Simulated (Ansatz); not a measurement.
Crystal: MnPt2.

```
Pt Mn
1.0
     2.85840    0.00000    0.00000
    -1.42920    2.47545    0.00000
     0.00000    0.00000    6.53250
Pt Mn
2 1
Direct
  0.66667 0.33333 0.31621
  0.33333 0.66667 0.68379
  0.00000 0.00000 0.00000
```

The cell comes from a database or a generator and needn't be the stable form of this composition.

Base run:

| Item | Value |
| --- | --- |
| Program | Ansatz 0.2.0 |
| Functional | PBE |
| Potentials or basis | Ansatz PAW |
| Cutoff | 420 eV (not typed: the program's choice for these potentials) |
| k mesh | 9 × 9 × 4 |
| Occupations | fermi-dirac, width 0.05 eV |
| Spin | collinear spin, ferromagnetic start |
| Starting moments | [0.0, 0.0, 6.0] μB |
| Fixed moment | 6 μB |

Its results: pressure 5.9 GPa; site moments Pt +0.79; Mn +4.01 μB; largest force 0.285 eV/Å.

Problem. The run is repeated on the same cell with these changes: fixed moment from 6 μB to 5 μB; moments at the start from [0.0, 0.0, 6.0] to [0.0, 0.0, 5.0]. What comes out?

Solution. Pressure 1.0 GPa; site moments Pt +0.47; Mn +3.84 μB; largest force 0.064 eV/Å.

Caveats: the total moment is fixed, so each spin has its own Fermi level; the thresholds are loose for stress.
